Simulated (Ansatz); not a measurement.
# CH3IO2: how energies converge with the basis set

One table from this session's results is given with a row withheld; the runs are named, their logs left out.

The runs use Ansatz 0.2.0, Gaussian basis; one geometry, several basis sets.

Plan: PBE0-D4/def2-SVP; ωB97M-V/def2-SVP; PBE0-D4/def2-QZVPP; ωB97M-V/def2-QZVPP; the functionals' def2-TZVPP values are taken from earlier runs.

## The relaxed structure

All runs share one geometry, relaxed beforehand with PBE0-D4 in a triple-zeta def2 set. I takes the def2 core potential; no spin-orbit term is included.

SMILES `OC(O)I`, 7 atoms, charge 0, spin multiplicity 1.

Atoms are counted from 1 here; the program's logs count them from 0.

Bond lengths: O1–C2 1.365 Å, O1–H5 0.965 Å, C2–O3 1.380 Å, C2–I4 2.186 Å, C2–H6 1.090 Å, O3–H7 0.966 Å. Angles: C2–O1–H5 108.5°, O1–C2–O3 113.7°, O1–C2–I4 112.4°, O1–C2–H6 107.3°, O3–C2–I4 105.0°, O3–C2–H6 113.8°, I4–C2–H6 104.4°, C2–O3–H7 107.4°.

The first run:

File in.yaml:

```yaml
crystal:
  periodic: [false, false, false]
  atoms:
    - {symbol: O, position_ang: [-0.705632, 0.916673, 0.432261]}
    - {symbol: C, position_ang: [-0.157385, -0.284030, 0.085056]}
    - {symbol: O, position_ang: [1.209375, -0.237688, -0.100512]}
    - {symbol: I, position_ang: [-0.957455, -1.050892, -1.799449]}
    - {symbol: H, position_ang: [-0.457485, 1.571156, -0.232403]}
    - {symbol: H, position_ang: [-0.476176, -1.012781, 0.830603]}
    - {symbol: H, position_ang: [1.606057, 0.029562, 0.738742]}
basis:
  gaussian: {orbitals: def2-SVP}
hamiltonian: {xc: pbe0, dispersion: d4}
output: {orbitals: {seedname: orbitals}}
```

Run with:

```sh
$ ansatz run in.yaml --threads 2 --pin off --events-out ev --progress --plain --max-ram 4352MiB
```

Steps of the session up to this table: PBE0-D4 in def2-SVP; ωB97M-V in def2-SVP; PBE0-D4 in def2-QZVPP; ωB97M-V in def2-QZVPP.

One table of the session follows, with a row left open; its other results are not shown here.

It belongs to the step «Density functionals: the series». 

| functional | basis | HOMO (eV) |
| --- | --- | --- |
| PBE0-D4 | def2-SVP | -7.16 |
| PBE0-D4 | def2-TZVPP | -7.31 |
| PBE0-D4 | def2-QZVPP | -7.35 |
| ωB97M-V | def2-SVP | -9.33 |
| ωB97M-V | def2-TZVPP | ? |
| ωB97M-V | def2-QZVPP | -9.54 |

**Question.** Estimate the row for ωB97M-V, def2-TZVPP.

The run gave: HOMO (eV): -9.50. In the column «HOMO (eV)» it lies between ωB97M-V, def2-QZVPP (-9.54) and ωB97M-V, def2-SVP (-9.33).
